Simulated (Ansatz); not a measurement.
# WC: the cost of one run

Method: DFT PBE, scalar-relativistic, plane waves, PAW, in Ansatz 0.2.0.

**1. The system as given**

The structure is tetragonal, space group P4/mmm (No. 123). Conventional cell: a = 3.868 Å, b = 3.868 Å, c = 14.000 Å, α = 90.00°, β = 90.00°, γ = 90.00°. W (site symmetry 4/mmm) is surrounded by 4 C at 2.73 Å. C (site symmetry 4/mmm) has 4 W at 2.73 Å as nearest neighbours.

Structure file:

```
CELL_PARAMETERS angstrom
3.86772 0.00000 0.00000
0.00000 3.86772 0.00000
0.00000 0.00000 14.00000
ATOMIC_POSITIONS crystal
W 0.00000 0.00000 0.50000
C 0.50000 0.50000 0.50000
```

Recipe of the guess: random sheet by layer group and Wyckoff sites. Lengths come from tabulated atomic sizes and are only a guess.

It is a sheet, periodic along a and b, with vacuum along c; volumes and pressures of the box carry no meaning, and space groups named for it are those of the box.

**2. Probe: one point on a coarse mesh**

input.yaml

```yaml
crystal:
  lattice:
    - [3.867715, 0.0, 0.0]
    - [0.0, 3.867715, 0.0]
    - [0.0, 0.0, 14.0]
  atoms:
    - { symbol: W, position: [0.0, 0.0, 0.5] }
    - { symbol: C, position: [0.5, 0.5, 0.5] }
  periodic: [true, true, false]
basis:
  ecutwfc: 420
kpoints:
  mp_grid: { grid: [4, 4, 1] }
hamiltonian:
  xc: pbe
scf:
  occupations: { method: gaussian, width: 0.1 }
  lower_state_search: "off"
output:
  forces: true
  stress: true
  eigenvalues: true
```

Command:

```bash
$ ansatz run input.yaml --threads 1 --pin off --max-ram 2048MiB --backend cpu --events-out ev --progress --plain --runs-dir out
```

What time and memory should one allow on 1 thread of Arm Neoverse V1, shared host?

About 3 s, with a peak of 0.42 GiB.
